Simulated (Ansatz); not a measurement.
# NaMnCl3 (R-3): one cell, many starting occupations (series 2), part 2 of 3

Aim: start the open shells of NaMnCl3 (R-3) from different occupation matrices at one fixed cell, and see in which states the SCF ends. Cell and atoms stay fixed.

Ansatz 0.2.0; DFT r²SCAN+U (U = 2 eV, J = 0.9 eV on Mn d), plane waves, PAW. The steps go on from the part before.

## (3) Random orbitals: fully mixed, first filling

input.yaml reads:

```yaml
crystal:
  lattice:
    - [3.29550161, 1.90265874, 6.20900035]
    - [-3.29550161, 1.90265874, 6.20900035]
    - [0.0, -3.80531748, 6.20900035]
  atoms:
    - { symbol: Na, position: [0.8551, 0.8551, 0.8551] }
    - { symbol: Na, position: [0.1449, 0.1449, 0.1449] }
    - { symbol: Mn, position: [0.6593, 0.6593, 0.6593], spin: 5.0 }
    - { symbol: Mn, position: [0.3407, 0.3407, 0.3407], spin: 5.0 }
    - { symbol: Cl, position: [0.9328, 0.2831, 0.551] }
    - { symbol: Cl, position: [0.2831, 0.551, 0.9328] }
    - { symbol: Cl, position: [0.551, 0.9328, 0.2831] }
    - { symbol: Cl, position: [0.0672, 0.7169, 0.449] }
    - { symbol: Cl, position: [0.7169, 0.449, 0.0672] }
    - { symbol: Cl, position: [0.449, 0.0672, 0.7169] }
basis:
  ecutwfc: 500
  ecutrho_ratio: 4
kpoints:
  mp_grid: { grid: [4, 4, 4] }
hamiltonian:
  xc: r2scan
  hubbard:
    sites:
      - { site: 2, l: d, u: 2.0, j: 0.9, starting_ns: [{ spin: up, occupation_matrix: s2up }, { spin: down, occupation_matrix: s2down }] }
      - { site: 3, l: d, u: 2.0, j: 0.9, starting_ns: [{ spin: up, occupation_matrix: s3up }, { spin: down, occupation_matrix: s3down }] }
    occupation_matrices:
      s2up:
        matrix:
          - [0.97, 0.0, 0.0, 0.0, 0.0]
          - [0.0, 0.97, 0.0, 0.0, 0.0]
          - [0.0, 0.0, 0.97, 0.0, 0.0]
          - [0.0, 0.0, 0.0, 0.97, 0.0]
          - [0.0, 0.0, 0.0, 0.0, 0.97]
      s2down:
        matrix:
          - [0.02, 0.0, 0.0, 0.0, 0.0]
          - [0.0, 0.02, 0.0, 0.0, 0.0]
          - [0.0, 0.0, 0.02, 0.0, 0.0]
          - [0.0, 0.0, 0.0, 0.02, 0.0]
          - [0.0, 0.0, 0.0, 0.0, 0.02]
      s3up:
        matrix:
          - [0.97, 0.0, 0.0, 0.0, 0.0]
          - [0.0, 0.97, 0.0, 0.0, 0.0]
          - [0.0, 0.0, 0.97, 0.0, 0.0]
          - [0.0, 0.0, 0.0, 0.97, 0.0]
          - [0.0, 0.0, 0.0, 0.0, 0.97]
      s3down:
        matrix:
          - [0.02, 0.0, 0.0, 0.0, 0.0]
          - [0.0, 0.02, 0.0, 0.0, 0.0]
          - [0.0, 0.0, 0.02, 0.0, 0.0]
          - [0.0, 0.0, 0.0, 0.02, 0.0]
          - [0.0, 0.0, 0.0, 0.0, 0.02]
    ns_hold: { iters: 5 }
scf:
  occupations: { method: gaussian, width: 0.05 }
  lower_state_search: "off"
  max_iter: 150
output:
  forces: true
  stress: true
  eigenvalues: true
  populations: true
  hubbard: { sites: [{ site: 2, l: d }, { site: 3, l: d }] }
magnetization:
  spin_polarized: true
```

At this filling each channel is wholly full or empty, so no choice of orbitals remains. The typed matrices put 0.97 on the chosen orbitals and 0.02 on the others, and are held for 5 cycles.

Command:

```
$ ansatz run input.yaml --threads 8 --pin off --max-ram 12288MiB --backend cpu --events-out ev --progress --plain --runs-dir out
```

The log of the run:

```text
Warning: RAYON_NUM_THREADS=8 ignored (pool sized by the plan → 8); use --threads N
Na: projections on atomic orbitals take those of the free atom [He] 2s2 2p6 3s1, of charge +0.00 (hamiltonian.pseudopotentials.projection_atoms); the dataset's partial waves leave at most 1.8e-8 of an orbital's norm unspanned inside its sphere
Mn: projections on atomic orbitals take those of the free atom [Ne] 3s2 3p6 3d5 4s2, of charge +0.00 (hamiltonian.pseudopotentials.projection_atoms); the dataset's partial waves leave at most 9.0e-7 of an orbital's norm unspanned inside its sphere
Cl: projections on atomic orbitals take those of the free atom [Ne] 3s2 3p5, of charge +0.00 (hamiltonian.pseudopotentials.projection_atoms); the dataset's partial waves leave at most 2.1e-7 of an orbital's norm unspanned inside its sphere
Engine: ansatz 0.2.0, aarch64-unknown-linux-gnu
Pseudopotentials: kind: paw
Pseudopotential: Na, paw, valence charge 9, recommended cutoff 500 eV (meta_gga), Na.paw.azcp
Pseudopotential: Mn, paw, valence charge 15, recommended cutoff 500 eV (meta_gga), Mn.paw.azcp
Pseudopotential: Cl, paw, valence charge 7, recommended cutoff 500 eV (meta_gga), Cl.paw.azcp
Functional definition: r2SCAN
  parameter k0 = 0.174
  parameter k1 = 0.065
  parameter a1 = 4.9479
  exchange = r2scan_x(k0 = k0, k1 = k1, a1 = a1)
  correlation = r2scan_c
Crystal: 10 atoms, lattice volume = 233.591 Å³
Basis set: ecut = 500 eV, 5909 PW (Γ), exchange–correlation on 216×216×216 points (64 copies of the dense FFT grid, shifted against one another)
Bands: 60, of which v1, the nominal top of the filled ones, is band 45 counted from 1 (44 counted from 0)
Symmetry: 6 space group operations
Space group: R-3 (ITA 148), of the structure as read, at distance tolerance 6.2e-5 Å
Magnetic group: BNS 148.17 (UNI 1247), of the structure as read, at distance tolerance 6.2e-5 Å
k-points: 14 of 64
Non-local potential: Na, projectors of the file, l = 0: 3, l = 1: 2, l = 2: 1
Non-local potential: Mn, projectors of the file, l = 0: 3, l = 1: 2, l = 2: 3, l = 3: 1
Non-local potential: Cl, projectors of the file, l = 0: 2, l = 1: 2, l = 2: 2
PAW form: soft (Blöchl's): semilocal exchange-correlation on the pseudo side does not see the compensation charge
PAW frozen core: Na, regenerated for the run's functional (the file was generated under x = pbe(κ = 0.804, μ = 0.2195149727645171), c = pbe(β = 0.06672455060314922))
PAW frozen core: Mn, regenerated for the run's functional (the file was generated under x = pbe(κ = 0.804, μ = 0.2195149727645171), c = pbe(β = 0.06672455060314922))
PAW frozen core: Cl, regenerated for the run's functional (the file was generated under x = pbe(κ = 0.804, μ = 0.2195149727645171), c = pbe(β = 0.06672455060314922))
PAW one-centre angular grid: Na, 302 points (default); XC on 339 of its mesh's 2595 points in the sphere
PAW one-centre angular grid: Mn, 590 points (default); XC on 160 Gauss nodes
PAW one-centre angular grid: Cl, 302 points (default); XC on 160 Gauss nodes
Initial density: superposition of atomic densities (chi_scale 0.1, normalization cell, long waves kept (reshape's long-wave potential 0.01 eV rms))
Starting moments: Σ|m| = 10 μB on 2 of 10 sites
Initial wavefunctions: pseudopotential atomic-orbital guess
Functional: x = r2scan, c = r2scan; τ floored in thin density (d = 2e-4 eV/Å³)
SCF iter   1: F=—  HF=-17313.313523 eV  |F-HF|=—  |Δ(HF+E_count)|=         —  Δρ=1.87e-1 (↑5.66e-2 ↓1.87e-1)  dr2=1.66e2  dr2_τ=7.68e-1  dr2_m=9.93e0  M=7.518 μB ∫|m|=7.519 μB  β_m=0.30  ethr=3.10e-3  ⟨swp⟩=8.4  Hψ=7007  notcnv=0  defer=5
preconditioner: auto → Kerker (q_TF=auto, 2.327 Å⁻¹)  [metal: Δε(μ)=0.011 eV  Ē_g=10.707 eV  σ=0.050 eV  W_gap=0.13  n_scr=58 (ndim 8)  ℏωp=18.5 eV  f_vac=0.035  D(μ)=20.52/eV (n_scr^D=264)]
spin=Collinear: Kerker preconditioning applied to the charge; magnetization (m = ρ↑ − ρ↓) channel mixes plain (no charge-response kernel on spin).
SCF iter   2: F=—  HF=-17302.412212 eV  |F-HF|=—  |Δ(HF+E_count)|=    1.09e1  Δρ=3.05e-2 (↑2.35e-2 ↓3.05e-2)  dr2=2.56e0  dr2_τ=3.21e-1  dr2_m=7.10e-1  M=10.000 μB ∫|m|=10.001 μB  β_m=1.00  ethr=3.10e-3  ⟨swp⟩=4.0  Hψ=4059  notcnv=0  defer=194  κ⁻¹=1.0e0(r=1)
preconditioner: auto → Resta (q_TF=auto, 2.327 Å⁻¹)  ε∞=3.6  [insulator: Δε(μ)=3.194 eV  Ē_g=11.555 eV  σ=0.050 eV  W_gap=1.00  n_scr=58 (ndim 8)  ℏωp=18.5 eV  f_vac=0.029  D(μ)=0.00/eV (n_scr^D=0)  ε∞_Penn≈3.6]
spin=Collinear: Resta preconditioning applied to the charge; magnetization (m = ρ↑ − ρ↓) channel mixes plain (no charge-response kernel on spin).
SCF iter   3: F=—  HF=-17302.676708 eV  |F-HF|=—  |Δ(HF+E_count)|=   2.64e-1  Δρ=1.29e-2 (↑1.29e-2 ↓1.28e-2)  dr2=1.26e0  dr2_τ=2.00e-2  dr2_m=9.00e-3  M=10.000 μB ∫|m|=10.007 μB  β_m=1.00  ethr=2.84e-3  ⟨swp⟩=2.7  Hψ=3242  notcnv=0  defer=195  κ⁻¹=1.2e-3(r=2)
SCF iter   4: F=—  HF=-17303.647480 eV  |F-HF|=—  |Δ(HF+E_count)|=   9.71e-1  Δρ=8.00e-3 (↑8.00e-3 ↓3.32e-3)  dr2=2.03e-1  dr2_τ=2.00e-3  dr2_m=2.55e-2  M=10.000 μB ∫|m|=10.014 μB  β_m=1.20  ethr=1.40e-3  ⟨swp⟩=3.1  Hψ=3542  notcnv=0  defer=194
Mixer restart at iter 4: flushing history
spin-set hold released at iteration 4 (site moments contracting): the magnetisation degrees of freedom join the quasi-Newton model from the next iteration; the mixer history was flushed
SCF iter   5: F=—  HF=-17303.721968 eV  |F-HF|=—  |Δ(HF+E_count)|=   7.45e-2  Δρ=3.27e-3 (↑2.49e-3 ↓3.27e-3)  dr2=7.84e-2  dr2_τ=1.20e-3  dr2_m=4.29e-3  M=10.000 μB ∫|m|=10.014 μB  β_m=1.20  ethr=2.25e-4  ⟨swp⟩=2.5  Hψ=3057  notcnv=0  defer=194  κ⁻¹=1.0e0(r=1)
SCF iter   6: F=—  HF=-17303.976031 eV  |F-HF|=—  |Δ(HF+E_count)|=   2.54e-1  Δρ=1.81e-3 (↑1.81e-3 ↓1.79e-3)  dr2=4.75e-2  dr2_τ=1.81e-4  dr2_m=1.11e-4  M=10.000 μB ∫|m|=10.015 μB  β_m=1.20  ethr=8.71e-5  ⟨swp⟩=2.5  Hψ=3019  notcnv=0  defer=194  κ⁻¹=2.7e-1(r=2)
Mixer restart at iter 6: flushing history
SCF iter   7: F=-17304.125488 eV  HF=-17304.045792 eV  |F-HF|=7.97e-2  |Δ(HF+E_count)|=         —  Δρ=1.49e-3 (↑1.49e-3 ↓1.46e-3)  dr2=3.40e-2  dr2_τ=9.33e-5  dr2_m=2.46e-5  M=10.000 μB ∫|m|=10.015 μB  β_m=1.20  ethr=5.28e-5  ⟨swp⟩=1.5  Hψ=2299  notcnv=0  defer=194
SCF iter   8: F=-17304.128052 eV  HF=-17304.089933 eV  |F-HF|=3.81e-2  |Δ(HF+E_count)|=   4.41e-2  Δρ=1.18e-3 (↑1.18e-3 ↓1.14e-3)  dr2=2.22e-2  dr2_τ=5.53e-5  dr2_m=1.04e-5  M=10.000 μB ∫|m|=10.015 μB  β_m=1.20  ethr=3.77e-5  ⟨swp⟩=1.5  Hψ=1626  notcnv=0  defer=194  κ⁻¹=1.0e0(r=1)
SCF iter   9: F=-17304.131696 eV  HF=-17304.127525 eV  |F-HF|=4.17e-3  |Δ(HF+E_count)|=   3.76e-2  Δρ=2.59e-4 (↑2.59e-4 ↓2.59e-4)  dr2=1.08e-3  dr2_τ=9.78e-6  dr2_m=8.67e-6  M=10.000 μB ∫|m|=10.014 μB  β_m=1.20  ethr=2.46e-5  ⟨swp⟩=2.1  Hψ=3086  notcnv=0  defer=194  κ⁻¹=1.2e-3(r=2)
SCF iter  10: F=-17304.131973 eV  HF=-17304.131121 eV  |F-HF|=8.52e-4  |Δ(HF+E_count)|=   3.60e-3  Δρ=1.66e-4 (↑1.48e-4 ↓1.66e-4)  dr2=3.84e-4  dr2_τ=3.43e-6  dr2_m=4.97e-6  M=10.000 μB ∫|m|=10.014 μB  β_m=1.20  ethr=1.21e-6  ⟨swp⟩=2.1  Hψ=2201  notcnv=0  defer=192  κ⁻¹=7.5e-4(r=3)
SCF iter  11: F=-17304.132039 eV  HF=-17304.131996 eV  |F-HF|=4.26e-5  |Δ(HF+E_count)|=   8.76e-4  Δρ=8.50e-5 (↑8.50e-5 ↓8.00e-5)  dr2=6.65e-5  dr2_τ=8.45e-7  dr2_m=6.04e-7  M=10.000 μB ∫|m|=10.014 μB  β_m=1.20  ethr=4.27e-7  ⟨swp⟩=2.5  Hψ=2759  notcnv=0  defer=192  κ⁻¹=7.5e-4(r=4)
SCF iter  12: F=-17304.132022 eV  HF=-17304.132014 eV  |F-HF|=7.35e-6  |Δ(HF+E_count)|=   1.80e-5  Δρ=3.85e-5 (↑3.85e-5 ↓3.84e-5)  dr2=1.67e-5  dr2_τ=1.34e-7  dr2_m=3.67e-8  M=10.000 μB ∫|m|=10.014 μB  β_m=1.20  ethr=7.38e-8  ⟨swp⟩=2.0  Hψ=2880  notcnv=0  defer=192  κ⁻¹=1.5e-4(r=5)
SCF iter  13: F=-17304.132025 eV  HF=-17304.132021 eV  |F-HF|=4.24e-6  |Δ(HF+E_count)|=   6.65e-6  Δρ=1.76e-5 (↑1.61e-5 ↓1.76e-5)  dr2=2.57e-6  dr2_τ=2.90e-8  dr2_m=2.71e-8  M=10.000 μB ∫|m|=10.014 μB  β_m=1.20  ethr=1.86e-8  ⟨swp⟩=2.0  Hψ=2586  notcnv=0  defer=192  κ⁻¹=1.7e-5(r=6)
SCF iter  14: F=-17304.132026 eV  HF=-17304.132024 eV  |F-HF|=1.74e-6  |Δ(HF+E_count)|=   2.77e-6  Δρ=1.06e-5 (↑1.06e-5 ↓9.16e-6)  dr2=8.90e-7  dr2_τ=9.91e-9  dr2_m=2.09e-8  M=10.000 μB ∫|m|=10.014 μB  β_m=1.20  ethr=2.86e-9  ⟨swp⟩=2.5  Hψ=2515  notcnv=0  defer=192  κ⁻¹=8.5e-6(r=7)
SCF iter  15: F=-17304.132026 eV  HF=-17304.132026 eV  |F-HF|=4.23e-8  |Δ(HF+E_count)|=   1.81e-6  Δρ=3.11e-6 (↑3.11e-6 ↓2.81e-6)  dr2=9.73e-8  dr2_τ=1.28e-9  dr2_m=1.30e-9  M=10.000 μB ∫|m|=10.014 μB  ethr=1.11e-10  ⟨swp⟩=12.9  Hψ=8803  notcnv=0
SCF 1 converged in 15 iterations: F = -17304.132026 eV  dr2 = 9.73e-8
this state was not tested for a lower state beside it, because the mixer in use, unlike msr1, does not test its closes by its own steps (another_mixer; see scf.mixing.algorithm and scf.lower_state_search)
SCF converged after 15 iterations
Magnetization: 10.0000 μB (50.0000 up, 40.0000 down)
Absolute magnetization: 10.0143 μB (∫|ρ↑−ρ↓|, with the PAW one-centre terms)
Spin contamination: 0.0144 ħ² per cell (⟨S²⟩ above its minimum at these occupations)
Per-site moments (μB) at R_I (Å): [(0.0036759311661806317, 1.1214574934282253), (0.0036759311661804113, 1.121457493428225), (4.482618590104344, 1.039269110847328), (4.4826185901043445, 1.039269110847328), (0.0527715678107233, 1.0392691108473282), (0.052771567810723334, 1.0392691108473282), (0.052771567810723764, 1.039269110847328), (0.05277156781072315, 1.039269110847328), (0.05277156781072306, 1.0392691108473282), (0.05277156781072327, 1.039269110847328)]
Free energy (F): -17304.132026 eV
Harris-Foulkes:  -17304.132026 eV  (|F-HF|=4.23e-8)
Internal energy: -17304.132026 eV  (E = F + TS)
E sigma→0 (E₀):  -17304.132026 eV
Fermi energy:    4.980384 eV
--- Per-component energies (eV) ---
  E_band       = -1409.434177
  E_kinetic    = 1804.054650
  E_local      = -10194.815137  (includes V_loc(G=0)·N_el)
  E_nonlocal   = 916.604960
  E_hartree    = 3983.037082
  E_xc         = -911.888467
  E_vxc        = -1232.549157  (∫ρ·V_xc dr)
  E_hubbard    = 0.278251  (on-site DFT+U / exact-exchange correction)
  E_vhub       = -5.215895  (the Hubbard potential's part of the band-sum identity)
  E_paw        = -7175.210024  (= ΣΔE_a)
  E_vpaw       = -737.435831  (= ΣTr[D̂ρ^β])
  E_aug_tail   = 0.000214  (compensation charges beyond the density's cutoff)
  E_vtau       = 73.840148  (kinetic-family band-sum trace: ∫τ·v_τ [+ j·A + Jᵃ·Aᵃ] dr)
  E_ewald      = -5724.756492
  E_core_change = -1.437062  (= ΣΔE_core)
  E_smearing   = -0.000000  (= −TS)
  E_closure    = 0.000000  (closes the sum)
  Σ components = -17304.132026   (vs F -17304.132026, Δ=0.00e0)
--- DFT+U+J on-site energies (Liechtenstein; fll double counting; per corrected site; eV) ---
  site 2 (l=d): U=2.0000  J=0.9000  Tr N=5.2476  E_int=13.577164  E_dc=13.438038  E_U=0.139125
  site 3 (l=d): U=2.0000  J=0.9000  Tr N=5.2476  E_int=13.577164  E_dc=13.438038  E_U=0.139125
--- Specified on-site occupations, and those of the state reported ---
  electrons in the specified blocks: 9.9000 specified, 10.4953 found
  site 3 (l=d) ↓: largest change of an orbital's occupation 0.0757; electrons 0.1000 specified, 0.2627 found; spectral distance 0.1072
  site 2 (l=d) ↓: largest change of an orbital's occupation 0.0757; electrons 0.1000 specified, 0.2627 found; spectral distance 0.1072
  site 2 (l=d) ↑: largest change of an orbital's occupation 0.0282; electrons 4.8500 specified, 4.9850 found; spectral distance 0.0604
  site 3 (l=d) ↑: largest change of an orbital's occupation 0.0282; electrons 4.8500 specified, 4.9850 found; spectral distance 0.0604
--- Forces (eV/Å), atoms counted from 1 ---
  atom   1  Na    -0.00000000    -0.00000000    -0.06367622
  atom   2  Na     0.00000000     0.00000000     0.06367622
  atom   3  Mn     0.00000000     0.00000000     0.03079687
  atom   4  Mn    -0.00000000    -0.00000000    -0.03079687
  atom   5  Cl     0.01303102     0.01948390    -0.00828809
  atom   6  Cl     0.01035804    -0.02102714    -0.00828809
  atom   7  Cl    -0.02338906     0.00154324    -0.00828809
  atom   8  Cl    -0.01303102    -0.01948390     0.00828809
  atom   9  Cl    -0.01035804     0.02102714     0.00828809
  atom  10  Cl     0.02338906    -0.00154324     0.00828809
  max |Σ_I F_I| component: 6.94e-18 eV/Å
--- Stress (GPa, compression-positive) ---
        0.068127      -0.000000      -0.000000
        0.000000       0.068127       0.000000
       -0.000000       0.000000      -0.103027
  P = ⅓ Tr σ = 0.0111 GPa (0.111 kbar)
--- Band table (eV; the first three rows and the last of 28) ---
  k-point 0 ↑: bands = ["-81.0613", "-81.0612", "-49.4607", "-49.4603", "-48.5517", "-48.5513", "-48.5490", "-48.5490", "-48.5473", "-48.5473", "-19.8848", "-19.8848", "-19.8806", "-19.8760", "-19.8748", "-19.8748", "-12.2552", "-11.6681", "-11.6302", "-11.6302", "-11.5437", "-11.5437", "-1.6085", "-1.5328", "-1.0328", "-1.0328", "-0.8776", "-0.8776", "-0.8184", "-0.8184", "-0.4821", "-0.2977", "-0.2977", "0.0823", "0.5114", "0.6681", "0.6681", "0.7749", "0.9010", "0.9010", "1.1881", "1.4814", "1.4814", "1.5612", "1.6302", "1.6302", "2.5746", "2.5746", "2.8435", "2.8435", "7.3128", "9.2447", "9.6091", "10.8829", "10.8829", "10.9696", "11.2484", "11.2484", "11.9629", "12.1481"]
  k-point 1 ↑: bands = ["-81.0613", "-81.0612", "-49.4607", "-49.4603", "-48.5517", "-48.5514", "-48.5491", "-48.5488", "-48.5475", "-48.5472", "-19.8856", "-19.8844", "-19.8795", "-19.8777", "-19.8748", "-19.8739", "-12.1695", "-11.7253", "-11.6403", "-11.6387", "-11.5604", "-11.5547", "-1.5726", "-1.4772", "-1.1094", "-1.0010", "-0.9733", "-0.8600", "-0.7890", "-0.6520", "-0.6118", "-0.2587", "0.1099", "0.2260", "0.3184", "0.4619", "0.7010", "0.7406", "0.8931", "0.9549", "1.2402", "1.3210", "1.4180", "1.4870", "1.5765", "1.6663", "2.4905", "2.5514", "2.7706", "2.8242", "8.0135", "9.0467", "10.1713", "10.2487", "10.5134", "10.7308", "11.5645", "11.8308", "11.8379", "12.0241"]
  k-point 2 ↑: bands = ["-81.0613", "-81.0612", "-49.4606", "-49.4604", "-48.5516", "-48.5515", "-48.5491", "-48.5485", "-48.5478", "-48.5472", "-19.8862", "-19.8837", "-19.8792", "-19.8783", "-19.8752", "-19.8734", "-12.0095", "-11.8823", "-11.6493", "-11.6071", "-11.5842", "-11.5739", "-1.5846", "-1.2950", "-1.0954", "-1.0677", "-1.0181", "-0.9002", "-0.8349", "-0.3595", "-0.3395", "-0.2481", "-0.1253", "-0.0410", "0.4296", "0.4826", "0.6797", "0.7343", "0.8519", "1.0070", "1.2392", "1.2413", "1.3683", "1.4047", "1.6110", "1.7091", "2.4819", "2.5062", "2.6980", "2.7926", "8.7530", "9.0345", "9.8826", "9.9176", "10.6272", "11.1149", "11.4589", "11.4889", "11.6878", "12.0316"]
  k-point 13 ↓: bands = ["-74.5901", "-74.5900", "-49.4594", "-49.4589", "-42.1078", "-42.1069", "-42.1053", "-42.1053", "-42.1023", "-42.1023", "-19.8824", "-19.8824", "-19.8787", "-19.8739", "-19.8725", "-19.8725", "-12.0231", "-11.7196", "-11.5388", "-11.5388", "-11.4060", "-11.4060", "-1.1687", "-0.5255", "-0.3703", "-0.3703", "-0.3009", "-0.1477", "-0.1477", "0.4798", "0.4948", "0.4948", "0.6546", "0.8670", "0.8670", "1.0579", "1.3979", "1.3979", "1.4806", "1.4806", "7.2809", "7.3519", "7.3519", "7.3557", "7.4628", "7.4628", "7.9581", "7.9581", "7.9754", "7.9754", "9.6252", "9.6494", "10.4918", "11.4939", "11.8440", "12.0023", "12.0023", "12.0723", "12.0723", "12.3067"]
Occupation matrices written to <dir>
--- Löwdin populations: 10 sites ---
  site symbol       q [e]    m [muB]
     0     Na      8.2891     0.0050
     1     Na      8.2891     0.0050
     2     Mn     13.7220     4.7490
     3     Mn     13.7220     4.7490
     4     Cl      7.6115     0.0732
     5     Cl      7.6115     0.0732
     6     Cl      7.6115     0.0732
     7     Cl      7.6115     0.0732
     8     Cl      7.6115     0.0732
     9     Cl      7.6115     0.0732
  spilling = 0.003432 (of n_electrons = 90.000000)
--- Occupation matrices: 2 shells (run DFT+U table (all-electron-ortho-atomic); ε = 6.03e-3) ---
  Mn2 d_3D: site group C3 (3)
  Mn2 d_3D up     Tr n = 4.9850  λ = 0.995 0.995 0.998 0.998 0.998  [5× z2 0.20 E(0.80)]
  Mn2 d_3D dn     Tr n = 0.2627  λ = 0.023 0.024 0.024 0.096 0.096  [3× z2 0.33 E(0.67) | 2× xz 0.33 E(1.00)]
  specified occupation → Mn2 d_3D up: matrix, ‖Δ‖_F = 0.0604, Tr Δ = -0.1350, displaced = 0.0675, d_λ = 0.0604; orbital distance = 0.0000
  specified occupation → Mn2 d_3D dn: matrix, ‖Δ‖_F = 0.1072, Tr Δ = -0.1627, displaced = 0.0813, d_λ = 0.1072; orbital distance = 0.0000
  Mn3 d_3D: site group C3 (3)
  Mn3 d_3D up     Tr n = 4.9850  λ = 0.995 0.995 0.998 0.998 0.998  [5× z2 0.20 E(0.80)]
  Mn3 d_3D dn     Tr n = 0.2627  λ = 0.023 0.024 0.024 0.096 0.096  [3× z2 0.33 E(0.67) | 2× xz 0.33 E(1.00)]
  specified occupation → Mn3 d_3D up: matrix, ‖Δ‖_F = 0.0604, Tr Δ = -0.1350, displaced = 0.0675, d_λ = 0.0604; orbital distance = 0.0000
  specified occupation → Mn3 d_3D dn: matrix, ‖Δ‖_F = 0.1072, Tr Δ = -0.1627, displaced = 0.0813, d_λ = 0.1072; orbital distance = 0.0000
  Tr n, λ and their labels are of the run-group-symmetrised matrices; stabiliser: 6 of 12 elements of G0×{1,Θ} (closed), max defect 2.4e-15 at τ = 1.3e-3
```

Wall time 14 s (8 threads of Arm Neoverse V2, shared host); peak memory 1.9 GiB.

Result: a gap on the mesh of 4.19 eV, pressure 0.0 GPa, moments in spheres Mn 4.48; Cl 0.05 μB, largest force component 0.06 eV/Å, 6 symmetry operations imposed.

The shells' filling, with natural orbitals sorted by occupation:

```
         shell  channel  electrons  over 0.8  0.2 to 0.8  under 0.2
Mn 3d (atom 3)       up       4.98         5           0          0
Mn 3d (atom 3)     down       0.26         0           0          5
```

(Part 2 of 3 ends here.)
